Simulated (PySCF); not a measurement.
# AsBH₈OSi: core binding energies at several levels of theory, part 2 of 2

PySCF 2.14.0. Atoms count from 0. Earlier steps stand in the parts before.

## Step 6: Core-electron binding energies: HF, X2C

What the job is given:

```
{"job": {"kind": "xps", "xc": "HF"}, "charge": 0, "multiplicity": 1}
Si    -1.977775     0.004354     0.303239
O     -1.159280    -0.847989    -0.896977
B     -0.133064    -1.715366    -0.861722
As     1.721166     1.064260     0.509665
H     -3.410781    -0.393632     0.213869
H     -1.433650    -0.335185     1.649803
H     -1.839602     1.457558     0.019320
H      0.361810    -2.042668     0.201994
H      0.274757    -2.159939    -1.912529
H      2.609005     0.746803    -0.686869
H      2.668361     0.375848     1.482801
H      2.374538     2.424262     0.720799
```

Level: delta-SCF UKS HF, pcX-2 on the ionised atom, pcseg-1 elsewhere, spin-free X2C.

Output:

```text
ground state, core basis on atom 0 (Si), 155 functions
  cycle   1  E = -2647.19218191  |g| = 5.18e-01
  cycle   2  E = -2647.25269618  |g| = 2.99e-01
  cycle   3  E = -2647.27001373  |g| = 6.45e-02
  cycle   4  E = -2647.27144500  |g| = 8.89e-03
  cycle   5  E = -2647.27148633  |g| = 2.06e-03
  cycle   6  E = -2647.27148908  |g| = 5.52e-04
  cycle   7  E = -2647.27148933  |g| = 1.16e-04
  E(ground) = -2647.27148933 Eh
hole in Si 1s of atom 0
  cycle   1  E = -2578.30056892  |g| = 4.31e+00
  cycle   2  E = -2579.24782131  |g| = 9.89e-01
  cycle   3  E = -2579.33572354  |g| = 8.89e-02
  cycle   4  E = -2579.33758435  |g| = 3.48e-02
  cycle   5  E = -2579.33804378  |g| = 7.67e-03
  cycle   6  E = -2579.33808915  |g| = 3.03e-03
  cycle   7  E = -2579.33810500  |g| = 1.56e-03
  cycle   8  E = -2579.33811178  |g| = 5.66e-04
  cycle   9  E = -2579.33811269  |g| = 1.90e-04
  E(ion) = -2579.33811269 Eh   <S^2> = 0.7545   hole on atom = 1.000   binding energy = 1848.561 eV
hole in Si 2p of atom 0
  cycle   1  E = -2643.01579855  |g| = 1.20e+00
  cycle   2  E = -2643.30085673  |g| = 3.78e-01
  cycle   3  E = -2643.32430603  |g| = 3.59e-02
  cycle   4  E = -2643.32480971  |g| = 1.91e-02
  cycle   5  E = -2643.32499201  |g| = 6.69e-03
  cycle   6  E = -2643.32504812  |g| = 3.46e-03
  cycle   7  E = -2643.32507368  |g| = 1.45e-03
  cycle   8  E = -2643.32507898  |g| = 4.76e-04
  E(ion) = -2643.32507898 Eh   <S^2> = 0.7574   hole on atom = 1.002   binding energy = 107.387 eV
  2p3/2 = 107.177 eV   2p1/2 = 107.772 eV
ground state, core basis on atom 1 (O), 144 functions
  cycle   1  E = -2647.23266771  |g| = 3.78e-02
  cycle   2  E = -2647.23280589  |g| = 8.87e-03
  cycle   3  E = -2647.23281711  |g| = 5.25e-03
  cycle   4  E = -2647.23282162  |g| = 4.70e-04
  E(ground) = -2647.23282162 Eh
hole in O 1s of atom 1
  cycle   1  E = -2626.65518774  |g| = 2.21e+00
  cycle   2  E = -2627.19522359  |g| = 1.15e+00
  cycle   3  E = -2627.47397214  |g| = 9.70e-02
  cycle   4  E = -2627.47669119  |g| = 1.92e-02
  cycle   5  E = -2627.47702837  |g| = 8.31e-03
  cycle   6  E = -2627.47710504  |g| = 1.96e-03
  cycle   7  E = -2627.47710939  |g| = 5.35e-04
  cycle   8  E = -2627.47710972  |g| = 1.49e-04
  E(ion) = -2627.47710972 Eh   <S^2> = 0.7672   hole on atom = 1.000   binding energy = 537.580 eV
ground state, core basis on atom 2 (B), 144 functions
  cycle   1  E = -2647.19308092  |g| = 5.04e-02
  cycle   2  E = -2647.19333396  |g| = 3.28e-02
  cycle   3  E = -2647.19352055  |g| = 2.63e-03
  cycle   4  E = -2647.19352274  |g| = 4.52e-04
  E(ground) = -2647.19352274 Eh
hole in B 1s of atom 2
  cycle   1  E = -2639.56286531  |g| = 1.14e+00
  cycle   2  E = -2639.86400301  |g| = 4.36e-01
  cycle   3  E = -2639.93782202  |g| = 1.47e-01
  cycle   4  E = -2639.94605505  |g| = 4.51e-02
  cycle   5  E = -2639.94716559  |g| = 1.44e-02
  cycle   6  E = -2639.94762316  |g| = 9.55e-03
  cycle   7  E = -2639.94797365  |g| = 6.26e-03
  cycle   8  E = -2639.94819999  |g| = 4.54e-03
  cycle   9  E = -2639.94835336  |g| = 3.16e-03
  cycle  10  E = -2639.94846009  |g| = 1.28e-03
  cycle  11  E = -2639.94847158  |g| = 4.10e-04
  E(ion) = -2639.94847158 Eh   <S^2> = 0.8296   hole on atom = 1.000   binding energy = 197.148 eV
```

Wall time 19 s (1 thread of Arm Neoverse V1, shared host); peak memory 0.53 GiB.

Binding energies by hole, beside the orbital energy of the ground state; the difference holds orbital relaxation and, for a density functional, its self-interaction error:

| hole | stands for | ΔSCF (eV; 2p as the shell's mean) | −ε (eV) | ⟨S²⟩ |
| --- | --- | --- | --- | --- |
| Si1s on Si0 | Si0 | 1848.56 | 1876.8 | 0.754 |
| Si2p on Si0 | Si0 | 107.38 | 115.8 | 0.757 |
| O1s on O1 | O1 | 537.58 | 559.9 | 0.767 |
| B1s on B2 | B2 | 197.15 | 207.6 | 0.830 |

With the spin-orbit splitting: Si0 2p3/2 107.18, 2p1/2 107.77 eV. The table gives each 2p level as the mean over the whole 2p shell (two parts 2p3/2, one part 2p1/2), which differs a little from the single hole in the log.

## Step 7: X-ray photoelectron lines: SCAN, X2C

The job, as its differences from that of step 6:

```diff
@@ -1,2 +1,2 @@
-{"job": {"kind": "xps", "xc": "HF"}, "charge": 0, "multiplicity": 1}
+{"job": {"kind": "xps", "basis": "pcX-1"}, "charge": 0, "multiplicity": 1}
 Si    -1.977775     0.004354     0.303239
```

With the program's defaults for keys left out, this is: delta-SCF UKS SCAN, pcX-1 on the ionised atom, pcseg-1 elsewhere, spin-free X2C.

Output:

```text
ground state, core basis on atom 0 (Si), 135 functions
  cycle   1  E = -2650.36976313  |g| = 6.34e-01
  cycle   2  E = -2650.05738638  |g| = 1.40e+00
  cycle   3  E = -2650.44541169  |g| = 1.02e-01
  cycle   4  E = -2650.44780897  |g| = 4.09e-02
  cycle   5  E = -2650.44824784  |g| = 4.58e-03
  cycle   6  E = -2650.44825869  |g| = 1.76e-03
  cycle   7  E = -2650.44825364  |g| = 4.99e-04
  E(ground) = -2650.34342109 Eh
hole in Si 1s of atom 0
  cycle   1  E = -2581.48976629  |g| = 4.35e+00
  cycle   2  E = -2580.59918098  |g| = 2.28e+00
  cycle   3  E = -2577.50316806  |g| = 2.37e+00
  cycle   4  E = -2582.28948620  |g| = 7.26e-01
  cycle   5  E = -2582.43911372  |g| = 5.00e-01
  cycle   6  E = -2582.53541808  |g| = 4.97e-02
  cycle   7  E = -2582.53708055  |g| = 2.48e-02
  cycle   8  E = -2582.53739301  |g| = 6.68e-03
  cycle   9  E = -2582.53742550  |g| = 1.91e-03
  cycle  10  E = -2582.53742583  |g| = 2.64e-04
  E(ion) = -2582.44143077 Eh   <S^2> = 0.7523   hole on atom = 1.000   binding energy = 1847.707 eV
hole in Si 2p of atom 0
  cycle   1  E = -2646.14710767  |g| = 1.22e+00
  cycle   2  E = -2645.23393540  |g| = 1.35e+00
  cycle   3  E = -2646.32234656  |g| = 4.52e-01
  cycle   4  E = -2646.44620670  |g| = 1.73e-01
  cycle   5  E = -2646.45325764  |g| = 1.41e-01
  cycle   6  E = -2646.46071142  |g| = 2.47e-02
  cycle   7  E = -2646.46108000  |g| = 5.77e-03
  cycle   8  E = -2646.46110730  |g| = 1.39e-03
  cycle   9  E = -2646.46110950  |g| = 3.93e-04
  E(ion) = -2646.36761357 Eh   <S^2> = 0.7515   hole on atom = 1.003   binding energy = 108.187 eV
  2p3/2 = 107.923 eV   2p1/2 = 108.547 eV
ground state, core basis on atom 1 (O), 123 functions
  cycle   1  E = -2650.35263780  |g| = 3.91e-02
  cycle   2  E = -2650.35252669  |g| = 4.33e-02
  cycle   3  E = -2650.35291780  |g| = 1.89e-02
  cycle   4  E = -2650.35297710  |g| = 3.60e-03
  cycle   5  E = -2650.35297853  |g| = 5.90e-04
  cycle   6  E = -2650.35298268  |g| = 9.44e-05
  E(ground) = -2650.28694862 Eh
hole in O 1s of atom 1
  cycle   1  E = -2629.73700997  |g| = 2.22e+00
  cycle   2  E = -2629.11113681  |g| = 2.21e+00
  cycle   3  E = -2630.48459155  |g| = 4.16e-01
  cycle   4  E = -2630.54482690  |g| = 1.34e-01
  cycle   5  E = -2630.55682562  |g| = 4.33e-02
  cycle   6  E = -2630.55814005  |g| = 7.30e-03
  cycle   7  E = -2630.55817530  |g| = 2.34e-03
  cycle   8  E = -2630.55817981  |g| = 6.69e-04
  cycle   9  E = -2630.55818081  |g| = 2.93e-04
  E(ion) = -2630.49299441 Eh   <S^2> = 0.7613   hole on atom = 1.000   binding energy = 538.621 eV
ground state, core basis on atom 2 (B), 123 functions
  cycle   1  E = -2650.34910090  |g| = 4.07e-02
  cycle   2  E = -2650.34843525  |g| = 6.91e-02
  cycle   3  E = -2650.34932724  |g| = 8.60e-03
  cycle   4  E = -2650.34933993  |g| = 1.82e-03
  cycle   5  E = -2650.34934385  |g| = 3.19e-04
  E(ground) = -2650.28703778 Eh
hole in B 1s of atom 2
  cycle   1  E = -2642.72042603  |g| = 1.15e+00
  cycle   2  E = -2641.08744423  |g| = 1.71e+00
  cycle   3  E = -2642.96007313  |g| = 4.82e-01
  cycle   4  E = -2643.07932221  |g| = 2.87e-01
  cycle   5  E = -2643.10180042  |g| = 1.96e-01
  cycle   6  E = -2643.08945157  |g| = 1.70e-01
  cycle   7  E = -2643.11716729  |g| = 3.51e-02
  cycle   8  E = -2643.11559503  |g| = 5.52e-02
  cycle   9  E = -2643.11850513  |g| = 1.72e-02
  cycle  10  E = -2643.11870155  |g| = 1.10e-02
  cycle  11  E = -2643.11884506  |g| = 2.61e-03
  cycle  12  E = -2643.11885156  |g| = 1.69e-03
  cycle  13  E = -2643.11885425  |g| = 7.11e-04
  cycle  14  E = -2643.11885506  |g| = 7.71e-05
  E(ion) = -2643.05679602 Eh   <S^2> = 0.9144   hole on atom = 1.000   binding energy = 196.745 eV
```

Wall time 17 s (1 thread of Arm Neoverse V1, shared host); peak memory 0.37 GiB.

Binding energies by hole, beside the orbital energy of the ground state; the difference holds orbital relaxation and, for a density functional, its self-interaction error:

| hole | stands for | ΔSCF (eV; 2p as the shell's mean) | −ε (eV) | ⟨S²⟩ |
| --- | --- | --- | --- | --- |
| Si1s on Si0 | Si0 | 1847.71 | 1794.3 | 0.752 |
| Si2p on Si0 | Si0 | 108.13 | 97.1 | 0.752 |
| O1s on O1 | O1 | 538.62 | 516.9 | 0.761 |
| B1s on B2 | B2 | 196.74 (doubtful) | 180.6 | 0.914 |

Doubtful: the ion did not converge, its hole moved, or its ⟨S²⟩ is well above 0.75.

With the spin-orbit splitting: Si0 2p3/2 107.92, 2p1/2 108.55 eV. The table gives each 2p level as the mean over the whole 2p shell (two parts 2p3/2, one part 2p1/2), which differs a little from the single hole in the log.

## Step 8: Core holes by ΔSCF: SCAN, X2C

The job, as its differences from that of step 7:

```diff
@@ -1,2 +1,2 @@
-{"job": {"kind": "xps", "basis": "pcX-1"}, "charge": 0, "multiplicity": 1}
+{"job": {"kind": "xps", "basis": "def2-TZVP"}, "charge": 0, "multiplicity": 1}
 Si    -1.977775     0.004354     0.303239
```

Method: delta-SCF UKS SCAN, def2-TZVP on the ionised atom, pcseg-1 elsewhere, spin-free X2C.

Output:

```text
ground state, core basis on atom 0 (Si), 132 functions
  cycle   1  E = -2650.32014984  |g| = 6.36e-01
  cycle   2  E = -2650.00195895  |g| = 1.40e+00
  cycle   3  E = -2650.39576104  |g| = 1.02e-01
  cycle   4  E = -2650.39811363  |g| = 3.98e-02
  cycle   5  E = -2650.39855197  |g| = 4.82e-03
  cycle   6  E = -2650.39855616  |g| = 1.83e-03
  cycle   7  E = -2650.39855853  |g| = 4.84e-04
  E(ground) = -2650.29452401 Eh
hole in Si 1s of atom 0
  cycle   1  E = -2581.42207714  |g| = 2.95e+00
  cycle   2  E = -2580.39719264  |g| = 1.92e+00
  cycle   3  E = -2581.52435497  |g| = 1.07e+00
  cycle   4  E = -2582.28614010  |g| = 3.67e-01
  cycle   5  E = -2582.30426563  |g| = 3.39e-01
  cycle   6  E = -2582.34901326  |g| = 4.24e-02
  cycle   7  E = -2582.35005009  |g| = 1.17e-02
  cycle   8  E = -2582.35013765  |g| = 2.49e-03
  cycle   9  E = -2582.35014449  |g| = 8.02e-04
  cycle  10  E = -2582.35014251  |g| = 1.88e-04
  E(ion) = -2582.25469757 Eh   <S^2> = 0.7521   hole on atom = 1.000   binding energy = 1851.458 eV
hole in Si 2p of atom 0
  cycle   1  E = -2646.09833046  |g| = 1.18e+00
  cycle   2  E = -2645.01044892  |g| = 1.33e+00
  cycle   3  E = -2646.24996709  |g| = 4.65e-01
  cycle   4  E = -2646.39495392  |g| = 1.49e-01
  cycle   5  E = -2646.40005223  |g| = 1.48e-01
  cycle   6  E = -2646.40818589  |g| = 3.11e-02
  cycle   7  E = -2646.40874071  |g| = 6.42e-03
  cycle   8  E = -2646.40876897  |g| = 1.49e-03
  cycle   9  E = -2646.40876936  |g| = 4.20e-04
  E(ion) = -2646.31707981 Eh   <S^2> = 0.7515   hole on atom = 1.003   binding energy = 108.232 eV
  2p3/2 = 107.978 eV   2p1/2 = 108.591 eV
ground state, core basis on atom 1 (O), 130 functions
  cycle   1  E = -2650.39652514  |g| = 7.03e-02
  cycle   2  E = -2650.39346646  |g| = 1.47e-01
  cycle   3  E = -2650.39745573  |g| = 7.12e-03
  cycle   4  E = -2650.39746965  |g| = 1.31e-03
  cycle   5  E = -2650.39747109  |g| = 3.60e-04
  E(ground) = -2650.33174710 Eh
hole in O 1s of atom 1
  cycle   1  E = -2629.77813370  |g| = 2.14e+00
  cycle   2  E = -2629.15129242  |g| = 2.00e+00
  cycle   3  E = -2630.47720379  |g| = 4.82e-01
  cycle   4  E = -2630.57066357  |g| = 1.32e-01
  cycle   5  E = -2630.58141509  |g| = 4.93e-02
  cycle   6  E = -2630.58306192  |g| = 6.21e-03
  cycle   7  E = -2630.58308953  |g| = 2.44e-03
  cycle   8  E = -2630.58309281  |g| = 7.02e-04
  cycle   9  E = -2630.58309243  |g| = 3.04e-04
  E(ion) = -2630.51823915 Eh   <S^2> = 0.7611   hole on atom = 1.000   binding energy = 539.153 eV
ground state, core basis on atom 2 (B), 130 functions
  cycle   1  E = -2650.36187990  |g| = 1.10e-01
  cycle   2  E = -2650.35534478  |g| = 2.14e-01
  cycle   3  E = -2650.36400466  |g| = 9.43e-03
  cycle   4  E = -2650.36402398  |g| = 2.11e-03
  cycle   5  E = -2650.36402669  |g| = 4.11e-04
  E(ground) = -2650.30151827 Eh
hole in B 1s of atom 2
  cycle   1  E = -2642.73266312  |g| = 1.13e+00
  cycle   2  E = -2641.16800277  |g| = 1.54e+00
  cycle   3  E = -2642.92359793  |g| = 5.29e-01
  cycle   4  E = -2643.08021530  |g| = 2.63e-01
  cycle   5  E = -2643.09928386  |g| = 2.09e-01
  cycle   6  E = -2643.08305438  |g| = 1.89e-01
  cycle   7  E = -2643.11814950  |g| = 3.24e-02
  cycle   8  E = -2643.11688936  |g| = 4.95e-02
  cycle   9  E = -2643.11919541  |g| = 1.80e-02
  cycle  10  E = -2643.11954996  |g| = 5.87e-03
  cycle  11  E = -2643.11960578  |g| = 2.77e-03
  cycle  12  E = -2643.11961983  |g| = 1.92e-03
  cycle  13  E = -2643.11962614  |g| = 5.42e-04
  cycle  14  E = -2643.11962595  |g| = 1.49e-04
  E(ion) = -2643.05804336 Eh   <S^2> = 0.8959   hole on atom = 1.000   binding energy = 197.105 eV
```

It took 19 s on 1 thread of Arm Neoverse V1, shared host; peak memory 0.39 GiB.

Binding energies by hole, beside the orbital energy of the ground state; the difference holds orbital relaxation and, for a density functional, its self-interaction error:

| hole | stands for | ΔSCF (eV; 2p as the shell's mean) | −ε (eV) | ⟨S²⟩ |
| --- | --- | --- | --- | --- |
| Si1s on Si0 | Si0 | 1851.46 | 1795.2 | 0.752 |
| Si2p on Si0 | Si0 | 108.18 | 97.0 | 0.751 |
| O1s on O1 | O1 | 539.15 | 517.0 | 0.761 |
| B1s on B2 | B2 | 197.10 (doubtful) | 180.7 | 0.896 |

Doubtful: the ion did not converge, its hole moved, or its ⟨S²⟩ is well above 0.75.

With the spin-orbit splitting: Si0 2p3/2 107.98, 2p1/2 108.59 eV. The table gives each 2p level as the mean over the whole 2p shell (two parts 2p3/2, one part 2p1/2), which differs a little from the single hole in the log.

## Step 9: Core-electron binding energies: SCAN, non-relativistic

The job, as its differences from that of step 8:

```diff
@@ -1,2 +1,2 @@
-{"job": {"kind": "xps", "basis": "def2-TZVP"}, "charge": 0, "multiplicity": 1}
+{"job": {"kind": "xps", "x2c": false}, "charge": 0, "multiplicity": 1}
 Si    -1.977775     0.004354     0.303239
```

Level: delta-SCF UKS SCAN, pcX-2 on the ionised atom, pcseg-1 elsewhere, non-relativistic.

Output:

```text
ground state, core basis on atom 0 (Si), 155 functions
  cycle   1  E = -2630.20101642  |g| = 6.98e-01
  cycle   2  E = -2629.89123292  |g| = 1.39e+00
  cycle   3  E = -2630.27319308  |g| = 1.54e-01
  cycle   4  E = -2630.27792430  |g| = 5.16e-02
  cycle   5  E = -2630.27852439  |g| = 5.68e-03
  cycle   6  E = -2630.27853085  |g| = 1.70e-03
  cycle   7  E = -2630.27853589  |g| = 5.57e-04
  cycle   8  E = -2630.27853396  |g| = 9.89e-05
  E(ground) = -2630.17473275 Eh
hole in Si 1s of atom 0
  cycle   1  E = -2561.49062722  |g| = 4.32e+00
  cycle   2  E = -2560.46867854  |g| = 2.33e+00
  cycle   3  E = -2556.70251693  |g| = 2.27e+00
  cycle   4  E = -2562.34029627  |g| = 6.55e-01
  cycle   5  E = -2562.40870612  |g| = 5.59e-01
  cycle   6  E = -2562.52941986  |g| = 7.55e-02
  cycle   7  E = -2562.53310509  |g| = 2.32e-02
  cycle   8  E = -2562.53334016  |g| = 8.76e-03
  cycle   9  E = -2562.53338829  |g| = 2.33e-03
  cycle  10  E = -2562.53339309  |g| = 3.23e-04
  E(ion) = -2562.43704907 Eh   <S^2> = 0.7524   hole on atom = 1.000   binding energy = 1843.236 eV
hole in Si 2p of atom 0
  cycle   1  E = -2625.98287530  |g| = 1.22e+00
  cycle   2  E = -2624.90143764  |g| = 1.41e+00
  cycle   3  E = -2626.14799844  |g| = 4.63e-01
  cycle   4  E = -2626.28556865  |g| = 1.54e-01
  cycle   5  E = -2626.28973462  |g| = 1.50e-01
  cycle   6  E = -2626.29811905  |g| = 2.89e-02
  cycle   7  E = -2626.29858966  |g| = 6.85e-03
  cycle   8  E = -2626.29862275  |g| = 1.50e-03
  cycle   9  E = -2626.29862218  |g| = 5.06e-04
  cycle  10  E = -2626.29862533  |g| = 8.16e-05
  E(ion) = -2626.20600321 Eh   <S^2> = 0.7517   hole on atom = 1.003   binding energy = 107.995 eV
  2p3/2 = 107.742 eV   2p1/2 = 108.361 eV
ground state, core basis on atom 1 (O), 144 functions
  cycle   1  E = -2630.26681755  |g| = 7.69e-02
  cycle   2  E = -2630.26464446  |g| = 1.25e-01
  cycle   3  E = -2630.26747980  |g| = 2.01e-02
  cycle   4  E = -2630.26753801  |g| = 4.14e-03
  cycle   5  E = -2630.26754709  |g| = 4.45e-04
  E(ground) = -2630.20132967 Eh
hole in O 1s of atom 1
  cycle   1  E = -2609.66338746  |g| = 2.22e+00
  cycle   2  E = -2608.99996688  |g| = 2.25e+00
  cycle   3  E = -2610.41703767  |g| = 4.15e-01
  cycle   4  E = -2610.47563015  |g| = 1.52e-01
  cycle   5  E = -2610.49129946  |g| = 4.79e-02
  cycle   6  E = -2610.49285244  |g| = 8.36e-03
  cycle   7  E = -2610.49290050  |g| = 2.54e-03
  cycle   8  E = -2610.49290526  |g| = 7.39e-04
  cycle   9  E = -2610.49290585  |g| = 3.16e-04
  E(ion) = -2610.42701412 Eh   <S^2> = 0.7618   hole on atom = 1.000   binding energy = 538.087 eV
ground state, core basis on atom 2 (B), 144 functions
  cycle   1  E = -2630.22895835  |g| = 1.20e-01
  cycle   2  E = -2630.22164196  |g| = 2.27e-01
  cycle   3  E = -2630.23136301  |g| = 1.19e-02
  cycle   4  E = -2630.23139167  |g| = 4.50e-03
  cycle   5  E = -2630.23140026  |g| = 6.93e-04
  cycle   6  E = -2630.23139895  |g| = 1.27e-04
  E(ground) = -2630.16897025 Eh
hole in B 1s of atom 2
  cycle   1  E = -2622.60155135  |g| = 1.15e+00
  cycle   2  E = -2620.94316990  |g| = 1.74e+00
  cycle   3  E = -2622.85013249  |g| = 4.73e-01
  cycle   4  E = -2622.96628121  |g| = 2.81e-01
  cycle   5  E = -2622.98668774  |g| = 1.94e-01
  cycle   6  E = -2622.97466793  |g| = 1.70e-01
  cycle   7  E = -2623.00163808  |g| = 3.45e-02
  cycle   8  E = -2622.99923002  |g| = 6.30e-02
  cycle   9  E = -2623.00286017  |g| = 2.09e-02
  cycle  10  E = -2623.00297242  |g| = 1.78e-02
  cycle  11  E = -2623.00331922  |g| = 3.52e-03
  cycle  12  E = -2623.00333145  |g| = 1.52e-03
  cycle  13  E = -2623.00333162  |g| = 8.18e-04
  cycle  14  E = -2623.00333246  |g| = 1.40e-04
  E(ion) = -2622.94085447 Eh   <S^2> = 0.9275   hole on atom = 1.000   binding energy = 196.687 eV
```

Wall time 20 s (1 thread of Arm Neoverse V1, shared host); peak memory 0.46 GiB.

Binding energies by hole, beside the orbital energy of the ground state; the difference holds orbital relaxation and, for a density functional, its self-interaction error:

| hole | stands for | ΔSCF (eV; 2p as the shell's mean) | −ε (eV) | ⟨S²⟩ |
| --- | --- | --- | --- | --- |
| Si1s on Si0 | Si0 | 1843.24 | 1790.0 | 0.752 |
| Si2p on Si0 | Si0 | 107.95 | 97.0 | 0.752 |
| O1s on O1 | O1 | 538.09 | 516.7 | 0.762 |
| B1s on B2 | B2 | 196.69 (doubtful) | 180.7 | 0.928 |

Doubtful: the ion did not converge, its hole moved, or its ⟨S²⟩ is well above 0.75.

With the spin-orbit splitting: Si0 2p3/2 107.74, 2p1/2 108.36 eV. The table gives each 2p level as the mean over the whole 2p shell (two parts 2p3/2, one part 2p1/2), which differs a little from the single hole in the log.

## Step 10: Summary of results

The summary covers parts 1 to 2.

```
                                           quantity           value
                  Si1s binding energies, SCAN/pcX-2  Si0 1847.60 eV
                  Si2p binding energies, SCAN/pcX-2   Si0 107.92 eV
                   O1s binding energies, SCAN/pcX-2    O1 538.48 eV
                 Si1s binding energies, B3LYP/pcX-2  Si0 1846.30 eV
                 Si2p binding energies, B3LYP/pcX-2   Si0 107.93 eV
                  O1s binding energies, B3LYP/pcX-2    O1 538.22 eV
                  B1s binding energies, B3LYP/pcX-2    B2 197.13 eV
                  Si1s binding energies, PBE0/pcX-2  Si0 1845.41 eV
                  Si2p binding energies, PBE0/pcX-2   Si0 107.55 eV
                   O1s binding energies, PBE0/pcX-2    O1 537.71 eV
                   B1s binding energies, PBE0/pcX-2    B2 196.43 eV
                   Si1s binding energies, PBE/pcX-2  Si0 1844.25 eV
                   Si2p binding energies, PBE/pcX-2   Si0 107.22 eV
                    O1s binding energies, PBE/pcX-2    O1 537.50 eV
                    Si1s binding energies, HF/pcX-2  Si0 1848.56 eV
                    Si2p binding energies, HF/pcX-2   Si0 107.38 eV
                     O1s binding energies, HF/pcX-2    O1 537.58 eV
                     B1s binding energies, HF/pcX-2    B2 197.15 eV
                  Si1s binding energies, SCAN/pcX-1  Si0 1847.71 eV
                  Si2p binding energies, SCAN/pcX-1   Si0 108.13 eV
                   O1s binding energies, SCAN/pcX-1    O1 538.62 eV
              Si1s binding energies, SCAN/def2-TZVP  Si0 1851.46 eV
              Si2p binding energies, SCAN/def2-TZVP   Si0 108.18 eV
               O1s binding energies, SCAN/def2-TZVP    O1 539.15 eV
Si1s binding energies, SCAN/pcX-2, non-relativistic  Si0 1843.24 eV
Si2p binding energies, SCAN/pcX-2, non-relativistic   Si0 107.95 eV
 O1s binding energies, SCAN/pcX-2, non-relativistic    O1 538.09 eV
```

Single values in the summary come from the first run of each kind that ended normally (SCAN/pcX-2), which need not be the best level. The structure rearranged or came apart on optimisation; the results belong to the end geometry, not to the formula as drawn.
